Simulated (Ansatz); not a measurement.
**C4H12HfO3S: up Jacob's ladder to CCSD(T)**

One table from this session's results is given with a row withheld; the runs are named, their logs left out.

Computed with Ansatz 0.2.0, Gaussian basis. Level: functionals in def2-TZVPP, the program's frozen cores in correlated methods.

Levels to be run: LDA (SPW92), PBE-D4, revPBE-D4, BLYP-D4, r2SCAN-D4, B97M-V, PBE0-D4, B3LYP-D4, r2SCANh-D4, r2SCAN0-D4, HSE06-D4, BHLYP-D4, CAM-B3LYP-D4, LC-ωPBE, ωB97X-V, ωB97M-V, B2PLYP, PBE-QIDH; CCSD(T)/def2-SVP; CCSD(T)/def2-TZVPP; MP2/def2-QZVPP; extrapolation to the limit; RPA on PBE.

**Structure used throughout**

An earlier PBE0-D4 in a triple-zeta def2 set relaxation fixed the geometry. Hf takes the def2 core potential; no spin-orbit term is included.

SMILES `C[O][Hf]([O]C)([O]C)[S]C`, 21 atoms, charge 0, spin multiplicity 1.

Atoms are counted from 1 here; the program's logs count them from 0.

Bond lengths: C1–O2 1.386 Å, C1–H10 1.096 Å, C1–H11 1.096 Å, C1–H12 1.096 Å, O2–Hf3 1.919 Å, Hf3–O4 1.914 Å, Hf3–O6 1.920 Å, Hf3–S8 2.462 Å, O4–C5 1.388 Å, C5–H13 1.095 Å, C5–H14 1.095 Å, C5–H15 1.095 Å, O6–C7 1.386 Å, C7–H16 1.096 Å, C7–H17 1.096 Å, C7–H18 1.096 Å, S8–C9 1.827 Å, C9–H19 1.092 Å and more. Angles: O2–C1–H10 110.6°, O2–C1–H11 110.8°, O2–C1–H12 110.9°, H10–C1–H11 108.2°, H10–C1–H12 108.1°, H11–C1–H12 108.2°, C1–O2–Hf3 177.8°, O2–Hf3–O4 112.5°, O2–Hf3–O6 109.0°, O2–Hf3–S8 108.5°, O4–Hf3–O6 112.7°, O4–Hf3–S8 106.1°, O6–Hf3–S8 107.9°, Hf3–O4–C5 173.7°, O4–C5–H13 110.7°, O4–C5–H14 110.4°, O4–C5–H15 110.8°, H13–C5–H14 108.3° and more.

Set-up of the first run:

Contents of in.yaml:

```yaml
crystal:
  periodic: [false, false, false]
  atoms:
    - {symbol: C, position_ang: [1.201363, -1.119258, -2.635944]}
    - {symbol: O, position_ang: [0.729867, -0.486727, -1.496849]}
    - {symbol: Hf, position_ang: [0.019943, 0.412976, 0.042102]}
    - {symbol: O, position_ang: [-0.709862, 2.129649, -0.385493]}
    - {symbol: C, position_ang: [-1.323665, 3.302997, -0.801118]}
    - {symbol: O, position_ang: [-1.250550, -0.737584, 0.907025]}
    - {symbol: C, position_ang: [-2.230792, -1.492863, 1.530863]}
    - {symbol: S, position_ang: [1.861118, 0.829648, 1.623146]}
    - {symbol: C, position_ang: [2.342949, -0.914493, 1.875263]}
    - {symbol: H, position_ang: [2.287357, -1.252514, -2.580322]}
    - {symbol: H, position_ang: [0.740710, -2.106780, -2.752194]}
    - {symbol: H, position_ang: [0.976535, -0.529177, -3.531381]}
    - {symbol: H, position_ang: [-0.712853, 3.813695, -1.553003]}
    - {symbol: H, position_ang: [-1.463789, 3.981377, 0.046776]}
    - {symbol: H, position_ang: [-2.305777, 3.094519, -1.239204]}
    - {symbol: H, position_ang: [-3.198040, -0.978862, 1.502335]}
    - {symbol: H, position_ang: [-2.345044, -2.464903, 1.037950]}
    - {symbol: H, position_ang: [-1.970248, -1.669332, 2.580369]}
    - {symbol: H, position_ang: [1.499885, -1.600764, 1.768855]}
    - {symbol: H, position_ang: [2.726572, -1.015080, 2.890502]}
    - {symbol: H, position_ang: [3.124320, -1.196526, 1.170322]}
basis:
  gaussian: {orbitals: def2-TZVPP}
hamiltonian: {xc: lda}
output: {orbitals: {seedname: orbitals}}
```

Among the steps run: LDA; PBE-D4 (GGA); revPBE-D4 (GGA); BLYP-D4 (GGA); r2SCAN-D4 (meta-GGA); B97M-V (meta-GGA); PBE0-D4 (hybrid); B3LYP-D4 (hybrid); r2SCANh-D4 (hybrid); r2SCAN0-D4 (hybrid); HSE06-D4 (hybrid); BHLYP-D4 (hybrid); CAM-B3LYP-D4 (range-separated); LC-ωPBE (range-separated); ωB97X-V (range-separated); ωB97M-V (range-separated); B2PLYP (double hybrid); PBE-QIDH (double hybrid).

One of the session's tables, all rows but one given; the rest of the session is left out.

It belongs to the step «Orbital energies across the functionals». 

```
  functional  HOMO (eV)  gap (eV)
 LDA (SPW92)      -5.25      4.12
      PBE-D4      -5.14      4.23
   revPBE-D4      -5.09      4.29
     BLYP-D4      -4.97      4.18
   r2SCAN-D4      -5.40      4.74
      B97M-V      -5.50      4.72
     PBE0-D4      -6.34      6.27
    B3LYP-D4      -6.09      5.79
  r2SCANh-D4      -5.85      5.49
  r2SCAN0-D4      -6.52      6.61
    HSE06-D4      -5.94      5.50
    BHLYP-D4      -7.39      8.01
CAM-B3LYP-D4      -7.61      8.38
     LC-ωPBE      -8.98     10.91
     ωB97X-V      -8.65     10.34
     ωB97M-V          ?         ?
```

Q: Estimate the row for ωB97M-V from the others.

As computed: HOMO (eV): -8.50; gap (eV): 9.73. In the column «HOMO (eV)» it lies between ωB97X-V (-8.65) and CAM-B3LYP-D4 (-7.61).
